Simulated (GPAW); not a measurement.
A run of GPAW 26.7.0 is set up as follows.

File run.py:

```python
from ase import Atoms
from ase.dft.bandgap import bandgap
from ase.io import write
from ase.units import GPa
from gpaw import GPAW, PW

atoms = Atoms(['Sn', 'Sn', 'O', 'O', 'O', 'O'],
              cell=[[4.738, 0.0, 0.0],
                    [0.0, 4.738, 0.0],
                    [0.0, 0.0, 3.1865]],
              scaled_positions=[[0.0, 0.0, 0.0],
                                [0.5, 0.5, 0.5],
                                [0.3071, 0.3071, 0.0],
                                [0.1929, 0.8071, 0.5],
                                [0.6929, 0.6929, 0.0],
                                [0.8071, 0.1929, 0.5]],
              pbc=True)

calc = GPAW(mode=PW(600),
            xc='PBE',
            kpts={'size': (6, 6, 8), 'gamma': True},
            occupations={'name': 'fermi-dirac', 'width': 0.05},
            nbands=43,
            convergence={'density': 1e-05, 'energy': 1e-05},
            maxiter=150,
            txt='gpaw.txt')
atoms.calc = calc
energy = atoms.get_potential_energy()
forces = atoms.get_forces()
stress = atoms.get_stress()
calc.write('gs.gpw')
write('result.traj', atoms)
print(f'Energy: {energy:.6f} eV')
print('Forces (eV/A):')
print(forces.round(4))
print('Stress (GPa):', (stress / GPa).round(3))
print('Fermi level:', round(calc.get_fermi_level(), 4), 'eV')
print(f'Gap: {bandgap(calc)[0]:.4f} eV, direct: {bandgap(calc, direct=True)[0]:.4f} eV')

path = atoms.cell.bandpath('GXMGZRAZ,XR,MA', npoints=100, eps=1e-4)
bs_calc = calc.fixed_density(kpts=path, symmetry='off', nbands=62,
                             convergence={'bands': 'CBM+6.0', 'eigenstates': 1e-6}, txt='bands.txt')
bs = bs_calc.band_structure()
bs.write('bs.json')
print(f'Gap on the path: {bandgap(bs_calc)[0]:.4f} eV')
```

Potentials or basis: GPAW PAW data sets (gpaw-data 1.2.1), pw.

Command:

```console
$ OMP_NUM_THREADS=1 python run.py
```

Question: Predict the largest force.

Answer: 0.273 eV/Å.

Question: What does it give for the band gap on the k mesh?

Answer: 1.31 eV, direct.

Question: Predict the pressure.

Answer: 4.6 GPa.

Question: Estimate the band gap along the path.

Answer: 1.31 eV, direct.

Levels at the corners of the path, in eV from the valence-band top:
```tsv
point	band 23	band 24	band 25	band 26	band 27	band 28	band 29	band 30
Γ	-1.21	-0.77	-0.77	0.00	1.31	6.18	6.37	6.37
X	-1.17	-1.17	-0.63	-0.63	4.47	4.47	7.11	7.12
M	-1.29	-1.29	-0.89	-0.89	4.87	4.87	7.55	7.55
Γ	-1.21	-0.77	-0.77	0.00	1.31	6.18	6.37	6.37
Z	-1.65	-1.65	-1.25	-1.25	6.26	6.26	9.81	9.81
R	-1.10	-1.10	-0.68	-0.68	6.53	6.53	8.10	8.10
A	-0.97	-0.97	-0.83	-0.83	4.96	4.96	8.91	8.91
Z	-1.65	-1.65	-1.25	-1.25	6.26	6.26	9.81	9.81
X	-1.17	-1.17	-0.63	-0.63	4.47	4.47	7.11	7.12
R	-1.10	-1.10	-0.68	-0.68	6.53	6.53	8.10	8.10
M	-1.29	-1.29	-0.89	-0.89	4.87	4.87	7.55	7.55
A	-0.97	-0.97	-0.83	-0.83	4.96	4.96	8.91	8.91
```

Caveat: the cutoff is short for stress and forces, so pressures can be off by a GPa or more; spin-orbit coupling is left out, which moves the levels of the heavy elements.
